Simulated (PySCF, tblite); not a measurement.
# C5H13BNP: geometry, infrared bands and NMR shifts

Wanted: the infrared bands and NMR shifts of C5H13BNP (`CC/C=C(\C)B(N)P`), by calculation.

Programs: tblite 0.8.0 and PySCF 2.14.0, with density-fitted response routines of our own. Each step states its level of theory. These are calculated values for one molecule in the gas phase, unless marked as measured. Atoms are numbered from 0 throughout.

### Step 1. The starting structure

21 atoms, charge 0, multiplicity 1; geometry from: force field or distance geometry start.

Bonds of the start (Å): C0–C1 1.52, C1–C2 1.50, C2–C3 1.35, C3–C4 1.52, C3–B5 1.60, B5–N6 1.52, B5–P7 1.94, C0–H8 1.11, C0–H9 1.12, C0–H10 1.11, C1–H11 1.12, C1–H12 1.10, C2–H13 1.09, C4–H14 1.11, C4–H15 1.11, C4–H16 1.10, N6–H17 1.05, N6–H18 1.05, P7–H19 1.45, P7–H20 1.46.

### Step 2. Geometry optimisation with GFN2-xTB

The job: settings as JSON, then the geometry in Å.

```
{"job": {"kind": "relax", "xc": "GFN2-xTB", "basis": "xTB"}, "charge": 0, "multiplicity": 1}
C      2.719600     1.725700    -0.182300
C      1.988800     0.414500     0.082800
C      0.502300     0.569800     0.028500
C     -0.371200    -0.448700     0.180100
C      0.144200    -1.858600     0.447000
B     -1.948800    -0.206400     0.062400
N     -2.934300    -1.353200     0.195300
P     -2.656400     1.566300    -0.274800
H      3.814100     1.570000    -0.125000
H      2.417000     2.488000     0.579400
H      2.452400     2.100600    -1.197700
H      2.280400     0.048700     1.105000
H      2.316700    -0.334800    -0.652700
H      0.116000     1.570100    -0.174300
H      0.668200    -2.219700    -0.462700
H      0.844800    -1.858700     1.311500
H     -0.662400    -2.569800     0.686200
H     -2.686300    -2.086300    -0.510700
H     -2.818400    -1.770600     1.155300
H     -2.198600     1.582600    -1.651100
H     -3.997100     1.087500    -0.602900
```

Launch:

```sh
OMP_NUM_THREADS=1 python probes_run.py task.json out
```

The driver reads the jobs from task.json and runs them one after another.

**Question.** This job is followed by: GFN2-xTB harmonic vibrations, gas phase; GIAO PBE0/pcSseg-1 NMR shielding, non-relativistic, gas phase. What will the session give for the following? strongest single infrared mode (GFN2-xTB); zero-point energy (GFN2-xTB); 13C shifts against TMS (PBE0/pcSseg-1); 1H shifts against TMS (PBE0/pcSseg-1, means over atoms taken as alike); 11B shifts against BF3·OEt2 (PBE0/pcSseg-1); 15N shifts against NH3 (PBE0/pcSseg-1); 31P shifts against H3PO4 (PBE0/pcSseg-1); surface potential, 1st and 99th percentile.

As calculated:

| quantity | value |
| --- | --- |
| strongest single infrared mode (GFN2-xTB) | 2379 cm⁻¹, 179 km/mol |
| zero-point energy (GFN2-xTB) | 108.5 kcal/mol |
| 13C shifts against TMS (PBE0/pcSseg-1) | 160.8, 147.0, 26.5, 15.6, 15.3 ppm |
| 1H shifts against TMS (PBE0/pcSseg-1, means over atoms taken as alike) | 6.25, 4.06, 2.15, 1.69, 1.47, 1.23 ppm |
| 11B shifts against BF3·OEt2 (PBE0/pcSseg-1) | 43.0 ppm |
| 15N shifts against NH3 (PBE0/pcSseg-1) | 108.1 ppm |
| 31P shifts against H3PO4 (PBE0/pcSseg-1) | -249.1 ppm |
| surface potential, 1st and 99th percentile | -1.31 V and 1.68 V |

What this shows: Over 138 steps the energy fell by 1.223 eV; of the close pairs, B5–N6 changed most, 1.518 to 1.386 Å. No mode is imaginary among the 57: a minimum at this level. The strongest single mode, at 2379 cm⁻¹, moves mainly H19 and H20. GFN2-xTB is a fitted tight-binding method: band positions and strengths are rough. Its intensities can rank the bands wrongly. At PBE0/pcSseg-1: Shielding is most anisotropic at C3 (span 236 ppm, paramagnetic term -221 ppm). At PBE0/pcSseg-1, counted by nearest atom on the grid, the HOMO lies on P7 42 %; C2, C3 about 14 % each, the LUMO on C2 25 %; B5 24 %.
